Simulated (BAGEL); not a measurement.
# BH2SeF (SMILES FB[SeH]) at HF/aug-cc-pVDZ (density fitting with qzvpp-jkfit)

What is the electronic atomisation energy of BH2SeF at HF/aug-cc-pVDZ (density fitting with qzvpp-jkfit)? 

The calculation is run with BAGEL 1.2.2.

20 further runs of the same task are left out: 4 that didn't finish, 16 set aside as unsound or not needed.

## 1. The structure to begin with

The species is BH2SeF (5 atoms), meant as a singlet with charge 0. As SMILES, `FB[SeH]`. The coordinates come from a PBE0-D4/def2-TZVP relaxation. This is one conformer, not always the lowest.

Bond lengths: F1–B2 1.320 Å, B2–Se3 1.934 Å, B2–H4 1.194 Å, Se3–H5 1.467 Å. Angles: F1–B2–Se3 118.0°, F1–B2–H4 119.8°, Se3–B2–H4 122.2°, B2–Se3–H5 93.3°.

## 2. The energy at HF/aug-cc-pVDZ (density fitting with qzvpp-jkfit)

File input.json:

```json
{ "bagel": [

{
  "title": "molecule",
  "basis": "aug-cc-pvdz.json",
  "df_basis": "qzvpp-jkfit",
  "angstrom": true,
  "geometry": [
    { "atom": "F", "xyz": [   -0.285900,   -1.627200,    0.824300 ] },
    { "atom": "B", "xyz": [   -0.277500,   -0.532200,    0.087000 ] },
    { "atom": "Se", "xyz": [    1.102200,    0.780000,    0.426200 ] },
    { "atom": "H", "xyz": [   -1.106900,   -0.379300,   -0.757500 ] },
    { "atom": "H", "xyz": [    0.618000,    1.685000,   -0.621400 ] }
  ]
},
{
  "title": "hf"
},
{
  "title": "print",
  "file": "orbitals.molden",
  "orbitals": true
}

]}
```

The basis set aug-cc-pVDZ is read from a file made from the Basis Set Exchange's data (not shown).

On the command line:

```console
$ BAGEL_NUM_THREADS=1 BAGEL input.json > input.out
```

Standard output:

```text
* using 1 threads per process

  ===============================================================
  ===============================================================

  *** Geometry ***

  { "atom" : "F", "xyz" : [     -0.540273,     -3.074962,      1.557701 ] },
  { "atom" : "B", "xyz" : [     -0.524399,     -1.005712,      0.164406 ] },
  { "atom" : "Se", "xyz" : [      2.082856,      1.473986,      0.805401 ] },
  { "atom" : "H", "xyz" : [     -2.091738,     -0.716773,     -1.431468 ] },
  { "atom" : "H", "xyz" : [      1.167851,      3.184189,     -1.174276 ] },

  Number of auxiliary basis functions:      454

  Since a DF basis is specified, we compute 2- and 3-index integrals:
    o Being stored without compression. Storage requirement is 0.036 GB

  Number of basis functions:      100
  Number of electrons      :       50

    * METHOD: MOLECULE                             0.25

  *** RHF ***

  === Nuclear Repulsion ===
   147.9627239064

      * DIIS with orbital gradients will be used.

  === RHF iteration (aug-cc-pvdz.json) ===
      0      -2524.95520105          0.01753744           0.09
      1      -2525.10933900          0.01136281           0.08
      2      -2525.18492313          0.00173100           0.08
      3      -2525.18693877          0.00070663           0.08
      4      -2525.18723242          0.00012501           0.08
      5      -2525.18724817          0.00003884           0.08
      6      -2525.18725000          0.00001327           0.08
      7      -2525.18725022          0.00000456           0.08
      8      -2525.18725024          0.00000182           0.09
      9      -2525.18725024          0.00000054           0.08
     10      -2525.18725025          0.00000013           0.08
     11      -2525.18725025          0.00000004           0.08
     12      -2525.18725025          0.00000001           0.08
     13      -2525.18725025          0.00000001           0.08
    * SCF iteration converged.

    * Permanent dipole moment:
           (    0.177257,    -0.375184,     0.413403) a.u.

    * METHOD: HF                                   1.42

    * METHOD: PRINT                                0.03

  ===============================================================
```

Wall time 1.8 s (1 thread of Arm Neoverse V1, shared host); peak memory 0.13 GiB.

## 3. The B atom

File input.json:

```json
{ "bagel": [

{
  "title": "molecule",
  "basis": "aug-cc-pvdz.json",
  "df_basis": "qzvpp-jkfit",
  "angstrom": true,
  "geometry": [
    { "atom": "B", "xyz": [    0.000000,    0.000000,    0.000000 ] }
  ]
},
{
  "title": "uhf",
  "nopen": 1
},
{
  "title": "print",
  "file": "orbitals.molden",
  "orbitals": true
}

]}
```

The basis set aug-cc-pVDZ is read from a file made from the Basis Set Exchange's data (not shown).

On the command line:

```console
$ BAGEL_NUM_THREADS=1 BAGEL input.json > input.out
```

Standard output:

```text
* using 1 threads per process

  ===============================================================
  ===============================================================

  *** Geometry ***

  { "atom" : "B", "xyz" : [      0.000000,      0.000000,      0.000000 ] },

  Number of auxiliary basis functions:       75

  Since a DF basis is specified, we compute 2- and 3-index integrals:
    o Being stored without compression. Storage requirement is 0.000 GB

  Number of basis functions:       23
  Number of electrons      :        5

    * METHOD: MOLECULE                             0.01

  *** Open-shell HF ***

  === Nuclear Repulsion ===
     0.0000000000

      * DIIS with orbital gradients will be used.

  === UHF iteration (aug-cc-pvdz.json) ===
      0        -24.51661607          0.00844546           0.00
      1        -24.52868709          0.00260915           0.00
      2        -24.53011306          0.00119073           0.00
      3        -24.53054802          0.00022918           0.00
      4        -24.53057016          0.00002670           0.00
      5        -24.53057114          0.00000284           0.00
      6        -24.53057119          0.00000095           0.00
      7        -24.53057119          0.00000010           0.00
      8        -24.53057119          0.00000002           0.00
      9        -24.53057119          0.00000000           0.00
    * SCF iteration converged.

    * S^2 (UHF) is 0.7606

    * Permanent dipole moment:
           (   -0.000000,    -0.000000,     0.000000) a.u.

    * METHOD: UHF                                  0.02

    * METHOD: PRINT                                0.00

  ===============================================================
```

Wall time 0.16 s (1 thread of Arm Neoverse V1, shared host).

## 4. The F atom, same level

File job.json:

```json
{ "bagel": [

{
  "title": "molecule",
  "basis": "aug-cc-pvdz.json",
  "df_basis": "qzvpp-jkfit",
  "angstrom": "true",
  "geometry": [
    { "atom": "F", "xyz": [       0.000000,       0.000000,       0.000000 ] }
  ]
},

{
  "title": "uhf",
  "nopen": 1
},

{
  "title": "print",
  "file": "orbitals.molden",
  "orbitals": "true"
}

]}
```

The basis set aug-cc-pVDZ is read from a file made from the Basis Set Exchange's data (not shown).

On the command line:

```console
$ BAGEL_NUM_THREADS=1 BAGEL job.json > job.out
```

Standard output:

```text
* using 1 threads per process

  ===============================================================
  ===============================================================

  *** Geometry ***

  { "atom" : "F", "xyz" : [      0.000000,      0.000000,      0.000000 ] },

  Number of auxiliary basis functions:       77

  Since a DF basis is specified, we compute 2- and 3-index integrals:
    o Being stored without compression. Storage requirement is 0.000 GB

  Number of basis functions:       23
  Number of electrons      :        9

    * METHOD: MOLECULE                             0.01

  *** Open-shell HF ***

  === Nuclear Repulsion ===
     0.0000000000

      * DIIS with orbital gradients will be used.

  === UHF iteration (aug-cc-pvdz.json) ===
      0        -99.35899921          0.02463579           0.00
      1        -99.37824060          0.00984800           0.00
      2        -99.38064365          0.00375514           0.00
      3        -99.38103524          0.00052352           0.00
      4        -99.38107769          0.00010572           0.00
      5        -99.38108209          0.00000489           0.00
      6        -99.38108226          0.00000135           0.00
      7        -99.38108229          0.00000052           0.00
      8        -99.38108229          0.00000012           0.00
      9        -99.38108229          0.00000001           0.00
    * SCF iteration converged.

    * S^2 (UHF) is 0.7536

    * Permanent dipole moment:
           (   -0.000000,     0.000000,    -0.000000) a.u.

    * METHOD: UHF                                  0.03

    * METHOD: PRINT                                0.00

  ===============================================================
```

Run time: 0.16 s. Hardware: 1 thread of Arm Neoverse V1, shared host.

## 5. The H atom, same level

File calc.json:

```json
{ "bagel" : [

{
  "title" : "molecule",
  "basis" : "aug-cc-pvdz.json",
  "df_basis" : "qzvpp-jkfit",
  "angstrom" : "true",
  "geometry" : [
    { "atom" : "H", "xyz" : [    0.000000,    0.000000,    0.000000 ] }
  ]
},
{
  "title" : "uhf",
  "nopen" : 1
},
{
  "title" : "print",
  "file" : "orbitals.molden",
  "orbitals" : "true"
}

]}
```

The basis set aug-cc-pVDZ is read from a file made from the Basis Set Exchange's data (not shown).

On the command line:

```console
$ BAGEL_NUM_THREADS=1 BAGEL calc.json > calc.out
```

Standard output:

```text
* using 1 threads per process

  ===============================================================
  ===============================================================

  *** Geometry ***

  { "atom" : "H", "xyz" : [      0.000000,      0.000000,      0.000000 ] },

  Number of auxiliary basis functions:       18

  Since a DF basis is specified, we compute 2- and 3-index integrals:
    o Being stored without compression. Storage requirement is 0.000 GB

  Number of basis functions:        9
  Number of electrons      :        1

    * METHOD: MOLECULE                             0.01

  *** Open-shell HF ***

  === Nuclear Repulsion ===
     0.0000000000

      * DIIS with orbital gradients will be used.

  === UHF iteration (aug-cc-pvdz.json) ===
      0         -0.48197438          0.02603474           0.00
      1         -0.49677854          0.01007959           0.00
      2         -0.49895402          0.00385091           0.00
      3         -0.49933404          0.00005698           0.00
      4         -0.49933431          0.00000443           0.00
      5         -0.49933432          0.00000000           0.00
    * SCF iteration converged.

    * S^2 (UHF) is 0.7500

    * Permanent dipole moment:
           (   -0.000000,     0.000000,    -0.000000) a.u.

    * METHOD: UHF                                  0.01

    * METHOD: PRINT                                0.00

  ===============================================================
```

Run time: 0.14 s. Hardware: 1 thread of Arm Neoverse V1, shared host.

## 6. The Se atom, same level

File job.json:

```json
{ "bagel" : [

{
  "title" : "molecule",
  "basis" : "aug-cc-pvdz.json",
  "df_basis" : "qzvpp-jkfit",
  "angstrom" : true,
  "geometry" : [
    { "atom" : "Se", "xyz" : [    0.000000,    0.000000,    0.000000 ] }
  ]
},
{
  "title" : "uhf",
  "nopen" : 2
},
{
  "title" : "print",
  "file" : "orbitals.molden",
  "orbitals" : true
}

]}
```

The basis set aug-cc-pVDZ is read from a file made from the Basis Set Exchange's data (not shown).

Run the same way, it converges to -2399.79961 Eh (log not shown).

## 7. Results

At HF/aug-cc-pVDZ (density fitting with qzvpp-jkfit):

| quantity | value |
| --- | --- |
| molecule: total energy | -2525.18725 Eh |
| molecule: dipole moment | 1.49 D |
| molecule: HOMO energy | -10.26 eV |
| molecule: LUMO energy | 1.04 eV |
| molecule: HOMO–LUMO gap | 11.30 eV |
| B atom: total energy | -24.53057 Eh |
| B atom: dipole moment | 0.00 D |
| B atom: ⟨S²⟩ | 0.761 |
| F atom: total energy | -99.38108 Eh |
| F atom: dipole moment | 0.00 D |
| F atom: ⟨S²⟩ | 0.754 |
| H atom: total energy | -0.49933 Eh |
| H atom: dipole moment | 0.00 D |
| H atom: ⟨S²⟩ | 0.750 |
| Se atom: total energy | -2399.79961 Eh |
| Se atom: dipole moment | 0.00 D |
| Se atom: ⟨S²⟩ | 2.008 |
| electronic atomisation energy | 12.989 eV |

In words: Taking the molecule apart into free atoms costs 12.99 eV (300 kcal/mol), before zero-point energy and without spin-orbit coupling. Hartree–Fock lacks the correlation of the bonding pairs, which as a rule makes this value much too low; in minimal bases other errors can mask that.
